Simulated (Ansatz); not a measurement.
Geometry optimisation, DFT PBE-D3(BJ), scalar-relativistic, plane waves, PAW (Ansatz 0.2.0).

Input file:

```yaml
crystal:
  lattice:
    - [-4.59373, -4.59373, 0.0]
    - [4.59373, -4.59373, 0.0]
    - [0.0, 0.0, 5.91624]
  atoms:
    - { symbol: Ti, position: [0.5027986, 0.4955182, -0.0001453] }
    - { symbol: Ti, position: [0.0039702, 0.4981755, 0.2481269] }
    - { symbol: O, position: [0.1962437, 0.4995145, 0.0017948] }
    - { symbol: O, position: [-0.0011695, 0.1990531, 0.2580256] }
    - { symbol: O, position: [0.804591, 0.4967532, -0.0025926] }
    - { symbol: O, position: [0.0016448, 0.806222, 0.2537188] }
    - { symbol: Ti, position: [0.4937006, 0.5002448, 0.509018] }
    - { symbol: Ti, position: [-0.0027242, 0.4961513, 0.747547] }
    - { symbol: O, position: [0.195043, 0.4956182, 0.4944444] }
    - { symbol: O, position: [-0.0031903, 0.2049152, 0.7501314] }
    - { symbol: O, position: [0.8072207, 0.4943415, 0.5038349] }
    - { symbol: O, position: [-0.0008346, 0.8041853, 0.7444791] }
    - { symbol: Ti, position: [0.0004835, 0.003881, 0.0055291] }
    - { symbol: Ti, position: [0.4974421, -0.0090281, 0.260483] }
    - { symbol: O, position: [0.4894442, 0.6938038, 0.2444935] }
    - { symbol: F, position: [0.3099235, -0.0010153, 0.0079875], spin: 1.0 }
    - { symbol: O, position: [0.5087829, 0.3118652, 0.2583157] }
    - { symbol: Ti, position: [0.002953, -0.0027402, 0.4936316] }
    - { symbol: Ti, position: [0.5045145, 0.0021556, 0.74615] }
    - { symbol: O, position: [0.6947721, 0.0004123, 0.4935335] }
    - { symbol: O, position: [0.4961293, 0.6926247, 0.748942] }
    - { symbol: O, position: [0.2976009, -0.0007986, 0.4989688] }
    - { symbol: O, position: [0.4982068, 0.3177391, 0.7573834] }
magnetization:
  spin_polarized: true
total_charge: -2
basis:
  ecutwfc: 420.0
kpoints:
  mp_grid: { grid: [2, 2, 2] }
hamiltonian:
  xc: pbe
  dispersion: d3bj
  pseudopotentials: { kind: paw, azcp: { folder: soft_1 } }
scf:
  occupations: { method: gaussian, width: 0.02 }
  lower_state_search: "off"
relax:
  f_tol: 0.03
  max_steps: 60
  adjacent_minimum: "off"
```

Command:

```bash
$ ansatz run input.yaml --threads 4 --pin off --max-ram 10240MiB --backend cpu --events-out ev --progress --plain --runs-dir out
```

Q: Where does it end, and by what steps?

A: It converged. Limits of this set-up: coarse k mesh, a small cell, in which the defect meets its images, charged cell in a uniform background, uncorrected. After 5 steps the energy has fallen by 1.397 eV; Ti13 moved furthest, 0.37 Å.

```json
{"step": "0", "energy less start (eV)": "0.0000", "largest force component (eV/Å)": "2.118", "accepted": "yes"}
{"step": "1", "energy less start (eV)": "-0.8934", "largest force component (eV/Å)": "1.246", "accepted": "yes"}
{"step": "2", "energy less start (eV)": "-1.3464", "largest force component (eV/Å)": "0.288", "accepted": "yes"}
{"step": "3", "energy less start (eV)": "-1.3899", "largest force component (eV/Å)": "0.217", "accepted": "yes"}
{"step": "4", "energy less start (eV)": "-1.3961", "largest force component (eV/Å)": "0.065", "accepted": "yes"}
{"step": "5", "energy less start (eV)": "-1.3973", "largest force component (eV/Å)": "0.012", "accepted": "yes"}
```

```xyz
23
Lattice="-4.5937 -4.5937 0.0000 4.5937 -4.5937 0.0000 0.0000 0.0000 5.9162" Properties=species:S:1:pos:R:3
Ti -0.014 -4.610 0.007
Ti 2.285 -2.304 1.480
O 1.367 -3.224 0.008
O 0.941 -0.857 1.436
O -1.386 -5.980 0.005
O 3.729 -3.654 1.435
Ti -0.020 -4.616 2.966
Ti 2.283 -2.306 4.450
O 1.365 -3.226 2.963
O 0.938 -0.859 4.490
O -1.390 -5.983 2.966
O 3.727 -3.656 4.490
Ti 0.256 0.258 0.003
Ti -2.346 -2.349 1.563
O 0.917 -5.550 1.472
F -1.418 -1.427 0.007
O -0.956 -3.682 1.470
Ti -0.043 -0.036 2.961
Ti -2.346 -2.349 4.368
O -3.256 -3.257 2.965
O 0.917 -5.549 4.459
O -1.368 -1.374 2.964
O -0.956 -3.682 4.460
```

The run took 3.6 min on 4 threads of Arm Neoverse V2, with other jobs on the host, peak memory 1.9 GiB.
